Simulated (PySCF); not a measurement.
# [Pm(OH)2]+: other functionals and bases at one geometry

One table from this session's results is given with a row withheld; the runs are named, their logs left out.

Method: several levels, as the steps say, no spin–orbit coupling; program: PySCF 2.14.0.

1 further run of the same task is left out (for a known fault of the program).

### The starting structure

5 atoms, charge 1, spin multiplicity 1.

Bond lengths: Pm1–O2 2.009 Å, Pm1–O4 2.009 Å, O2–H3 0.963 Å, O4–H5 0.963 Å. Angles: O2–Pm1–O4 110.4°, Pm1–O2–H3 166.6°, Pm1–O4–H5 166.6°.

Coordinates:

| atom | x (Å) | y (Å) | z (Å) |
| --- | --- | --- | --- |
| Pm1 | 0.00000 | 0.00000 | -0.63143 |
| O2 | 1.64905 | -0.03412 | 0.51544 |
| H3 | 2.29105 | -0.04732 | 1.23348 |
| O4 | -1.64905 | 0.03412 | 0.51544 |
| H5 | -2.29105 | 0.04732 | 1.23348 |

Formal oxidation states: Pm +3. Each metal's 4 4f electrons lie in its core potential, so multiplicities, spins and levels count the valence alone. An earlier session relaxed this geometry at PBE0, Pm lcecp-1-SVP with ECP50, O def2-SVP, H def2-SVP (singlet, point group C2v).

At PBE0 on the finer grid: E = -185.371234 Eh, HOMO -13.45 eV, LUMO -6.69 eV, Mulliken charge on Pm1 +1.41 e, largest force component 0.008 eV/Å. 

Levels to run: CAM-B3LYP; revPBE; PBE0, TZVP. Hardware: 2 threads of Arm Neoverse V1, shared host.

The first run:

The input, run.py (the lines that set the calculation):

```python
mol = gto.M(atom='''
Pm     0.00000     0.00000    -0.63143
O      1.64905    -0.03412     0.51544
H      2.29105    -0.04732     1.23348
O     -1.64905     0.03412     0.51544
H     -2.29105     0.04732     1.23348''',
    basis={'Pm': 'lcecp-1-SVP', 'O': 'def2-SVP', 'H': 'def2-SVP'},
    ecp={'Pm': 'lcecp-1-SVP'},
    charge=1, spin=0)
mf = dft.RKS(mol, xc='CAMB3LYP')
mf.grids.atom_grid = (75, 302)  # f atoms: unpruned, at least (60, 302)
mf = mf.density_fit()  # fitting sets: Pm AutoAux, O def2-universal-JKFIT, H def2-universal-JKFIT
mf.conv_tol = 1e-08; mf.max_cycle = 55
mf.kernel(dm0)  # dm0: the density of the relaxed state
```

On the command line:

```bash
OMP_NUM_THREADS=2 python run.py
```

Among the steps run: CAM-B3LYP; revPBE; PBE0, TZVP.

One table of the session follows, with a row left open; its other results are not shown here.

```
              level  HOMO (eV)  gap (eV)  charge on Pm1 (e)  dipole (D)  largest force component (eV/Å)
PBE0 (relaxed here)     -13.45      6.76               1.41        2.66                            0.01
          CAM-B3LYP          ?         ?                  ?           ?                               ?
             revPBE     -11.80      4.44               1.28        2.27                            0.57
         PBE0, TZVP     -13.52      6.84               1.76        2.88                            0.15
```

Estimate the missing values for CAM-B3LYP.

As computed: HOMO (eV): -14.84; gap (eV): 8.84; charge on Pm1 (e): 1.40; dipole (D): 2.79; largest force component (eV/Å): 0.20. In the column «HOMO (eV)» it is the lowest.

The dipole of a charged species depends on the origin, so these sizes hold for this origin alone.

In one basis the HOMO–LUMO gap runs from 4.44 eV (revPBE) to 8.84 eV (CAM-B3LYP). The largest leftover force, 0.57 eV/Å with revPBE, stands at a geometry relaxed at another level. With 4f in the core, its levels are missing from HOMO and gap, and its count is fixed, so no charge can pass from the ligands into it. Total energies of different levels can't be compared.
